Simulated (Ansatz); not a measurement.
# Fe2O3 (Hematite): the cost of one run

Computed with Ansatz 0.2.0 (DFT PBE+U (U_eff = 4 eV on Fe 3d), scalar-relativistic, plane waves, PAW, unless a step's input says otherwise).

**1. Starting point**

It takes space group R-3c (No. 167, trigonal). The conventional cell has a = 5.038 Å, b = 5.038 Å, c = 13.772 Å, α = 90.00°, β = 90.00°, γ = 120.00°. Around Fe (site symmetry 3) lie 6 O at 1.95 to 2.12 Å. O (site symmetry 2) is surrounded by 4 Fe at 1.95 to 2.12 Å.

Structure file:

```
CELL_PARAMETERS angstrom
2.51900 1.45435 4.59067
-2.51900 1.45435 4.59067
0.00000 -2.90869 4.59067
ATOMIC_POSITIONS crystal
Fe 0.35530 0.35530 0.35530
Fe 0.14470 0.14470 0.14470
Fe 0.64470 0.64470 0.64470
Fe 0.85530 0.85530 0.85530
O 0.55590 0.94410 0.25000
O 0.25000 0.55590 0.94410
O 0.94410 0.25000 0.55590
O 0.44410 0.05590 0.75000
O 0.75000 0.44410 0.05590
O 0.05590 0.75000 0.44410
```

Starting moments: Fe 5.00 μB.

**2. First run, at the start cell**

Input file input.yaml:

```yaml
crystal:
  lattice:
    - [2.519, 1.4543453281, 4.5906666667]
    - [-2.519, 1.4543453281, 4.5906666667]
    - [0.0, -2.9086906562, 4.5906666667]
  atoms:
    - { symbol: Fe, position: [0.3553, 0.3553, 0.3553], spin: 5.0 }
    - { symbol: Fe, position: [0.1447, 0.1447, 0.1447], spin: 5.0 }
    - { symbol: Fe, position: [0.6447, 0.6447, 0.6447], spin: 5.0 }
    - { symbol: Fe, position: [0.8553, 0.8553, 0.8553], spin: 5.0 }
    - { symbol: O, position: [0.5559, 0.9441, 0.25] }
    - { symbol: O, position: [0.25, 0.5559, 0.9441] }
    - { symbol: O, position: [0.9441, 0.25, 0.5559] }
    - { symbol: O, position: [0.4441, 0.0559, 0.75] }
    - { symbol: O, position: [0.75, 0.4441, 0.0559] }
    - { symbol: O, position: [0.0559, 0.75, 0.4441] }
basis:
  ecutwfc: 420
  ecutrho_ratio: 4
kpoints:
  mp_grid: { grid: [4, 4, 4] }
hamiltonian:
  xc: pbe
  hubbard: { sites: [{ species: Fe, l: d, u_eff: 4.0 }] }
  pseudopotentials: { kind: paw, frozen_core: stored }
scf:
  occupations: { method: gaussian, width: 0.05 }
output:
  forces: true
  stress: true
  eigenvalues: true
  populations: true
  hubbard: { sites: [{ species: Fe, l: d }] }
magnetization:
  spin_polarized: true
```

Launch:

```console
$ ansatz run input.yaml --threads 4 --pin off --max-ram 10240MiB --backend cpu --events-out ev --progress --plain --runs-dir out
```

Q: Estimate wall time and peak memory on 4 threads of Arm Neoverse V1, shared host.

About 9.5 s, with a peak of 0.62 GiB.
